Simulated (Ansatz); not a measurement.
# RuC+ (doublet): wave-function methods side by side, def2-SVP

One table from this session's results is given with a row withheld; the runs are named, their logs left out.

The runs use Ansatz 0.2.0, Gaussian basis; def2-SVP, core rule «outside noble gas», up to 5 orbitals frozen.

The runs, in order: UHF; CCSD(T) on ROHF; CCSD(T) on UHF; CISD as a restricted active space (open shells left free, so some higher excitations enter); CCSDT(Q) on ROHF; CCSDT(Q) on UHF.

12 further runs of the same task are left out: 4 for a known fault of the program, 3 that didn't finish, 5 set aside as unsound or not needed. Runs told in other sessions of the task aren't counted.

### What is computed

The geometry is a PBE0/def2-TZVP stationary point (not a proven minimum) of the parent state, kept for this charge and spin. No spin-orbit coupling is included. Elements past krypton take def2 core potentials.

2 atoms, charge 1, spin multiplicity 2.

Atoms are counted from 1 here; the program's logs count them from 0.

Bond lengths: Ru1–C2 1.575 Å.

As a file:

```xyz
2
charge 1, multiplicity 2
Ru    0.0000    0.0000    0.0000
C     0.0000    0.0000    1.5754
```

Set-up of the first run:

Contents of in.yaml:

```yaml
crystal:
  periodic: [false, false, false]
  atoms:
    - {symbol: Ru, position_ang: [0.000000, 0.000000, 0.000000]}
    - {symbol: C, position_ang: [0.000000, 0.000000, 1.575400]}
basis:
  gaussian: {orbitals: def2-SVP}
total_charge: 1
magnetization: {spin_polarized: true, initial_magnetization: 1}
hamiltonian: {xc: hf}
output: {orbitals: {seedname: orbitals}}
```

The run is started by

```
$ ansatz run in.yaml --threads 1 --pin off --events-out ev --progress --plain --max-ram 2393MiB
```

Among the steps run: UHF; CCSD(T) on ROHF; CCSD(T) on UHF; CISD as a restricted active space (open shells left free, so some higher excitations enter); CCSDT(Q) on ROHF; CCSDT(Q) on UHF.

One of the session's tables, all rows but one given; the rest of the session is left out.

It belongs to the step «Misses and costs». 

```
   method  from RCCSDT(Q) (meV)
     ROHF               +9854.8
      UHF                     ?
     RMP2                -362.5
     UMP2               +1243.9
    RCCSD                +659.1
    UCCSD                +575.2
 RCCSD(T)                 +85.0
 UCCSD(T)                +126.5
   RCCSDT                +101.8
   UCCSDT                 +63.0
RCCSDT(Q)                     0
UCCSDT(Q)                 -35.6
```

Q: Estimate the row for UHF from the others.

**Answer.** from RCCSDT(Q) (meV): +9286.3. In the column «from RCCSDT(Q) (meV)» it lies between UMP2 (+1243.9) and ROHF (+9854.8).

Not comparable, so not listed: CISD as a restricted active space (open shells left free, so some higher excitations enter) (they don't share determinant, frozen orbitals or solution with the rows shown, or repeat one).

The program flags UCCSD(T) as in doubt (see the logs), so read those rows with care; the flags are large difference.

To keep in mind: The determinant of HF (⟨S²⟩ 1.56) is far from a pure spin state, so its energy mixes those of several spin states; that is harmless only where they are near-degenerate. The determinant of CCSD(T) (⟨S²⟩ 1.56) is far from a pure spin state, so its energy mixes those of several spin states; high orders of coupled cluster remove much of that, low ones don't. The determinant of CCSDT(Q) (⟨S²⟩ 1.56) is far from a pure spin state, so its energy mixes those of several spin states; high orders of coupled cluster remove much of that, low ones don't. The program flags UCCSD(T) as in doubt, so read those rows with care; the flags are large difference. Restricted and unrestricted rows rest on different reference determinants; a gap between their highest levels can come from leftover correlation error, from unlike frozen cores or from another state.
